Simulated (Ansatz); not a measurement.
# BH5SeSi: one structure at several levels

An exercise on one series of results from a longer session: the logs are not shown, and one member is left open.

Method: single points in def2-TZVPP; program: Ansatz 0.2.0, Gaussian basis.

Correlated methods freeze the cores. Filled d shells of the heavier atoms are correlated.

## The system as given

8 atoms, charge 0, spin multiplicity 1.

Atoms are counted from 1 here; the program's logs count them from 0.

Bond lengths: B1–Si2 1.945 Å, B1–Se3 2.222 Å, B1–H4 1.161 Å, B1–H5 1.198 Å, Si2–Se3 2.461 Å, Si2–H6 1.489 Å, Si2–H7 1.482 Å, Se3–H8 1.416 Å. Angles: Si2–B1–Se3 72.1°, Si2–B1–H4 118.0°, Si2–B1–H5 117.2°, Se3–B1–H4 108.2°, Se3–B1–H5 107.3°, H4–B1–H5 120.9°, B1–Si2–Se3 59.2°, B1–Si2–H6 130.2°, B1–Si2–H7 127.0°, Se3–Si2–H6 102.9°, Se3–Si2–H7 102.0°, H6–Si2–H7 101.1°, B1–Se3–Si2 48.7°, B1–Se3–H8 95.9°, Si2–Se3–H8 94.8°.

Coordinates:

```
B    -0.8178   -0.0734   -0.7993
Si    0.4107    0.9872    0.2720
Se    0.7155   -1.4438    0.0418
H    -1.8458   -0.3501   -0.3356
H    -0.6646   -0.0551   -1.9872
H     0.4689    1.1926    1.7452
H     1.7372    1.5038   -0.1404
H    -0.0063   -1.7665    1.2170
```

The first run:

run/in.yaml reads:

```yaml
crystal:
  periodic: [false, false, false]
  atoms:
    - {symbol: B, position_ang: [-0.817800, -0.073400, -0.799300]}
    - {symbol: Si, position_ang: [0.410700, 0.987200, 0.272000]}
    - {symbol: Se, position_ang: [0.715500, -1.443800, 0.041800]}
    - {symbol: H, position_ang: [-1.845800, -0.350100, -0.335600]}
    - {symbol: H, position_ang: [-0.664600, -0.055100, -1.987200]}
    - {symbol: H, position_ang: [0.468900, 1.192600, 1.745200]}
    - {symbol: H, position_ang: [1.737200, 1.503800, -0.140400]}
    - {symbol: H, position_ang: [-0.006300, -1.766500, 1.217000]}
basis:
  gaussian: {orbitals: def2-TZVPP}
correlation: {method: ccsd_t}
output: {forces: true}
```

The command line of these runs was not kept.

Among the steps run: CCSD(T)/def2-TZVPP; PBE0-D4/def2-TZVPP; wB97M-V/def2-TZVPP; r2SCAN-D4/def2-TZVPP; PBE-D4/def2-TZVPP; SPW92/def2-TZVPP; HSE06-D4/def2-TZVPP.

One of the session's tables, all rows but one given; the rest of the session is left out.

| method | RMS force component (eV/Å) | angle to CCSD(T) forces (°) | dipole (D) |
| --- | --- | --- | --- |
| CCSD(T) | 0.494 | reference | 1.43 |
| PBE0-D4 | 0.510 | 11.1 | 1.40 |
| wB97M-V | 0.482 | 7.5 | 1.42 |
| r2SCAN-D4 | 0.496 | 8.9 | 1.36 |
| PBE-D4 | 0.559 | 18.8 | 1.36 |
| SPW92 | 0.589 | 28.4 | 1.41 |
| HSE06-D4 | ? | ? | ? |

Q: Estimate the row for HSE06-D4 from the others.

**Answer.** RMS force component (eV/Å): 0.510; angle to CCSD(T) forces (°): 10.9; dipole (D): 1.40.
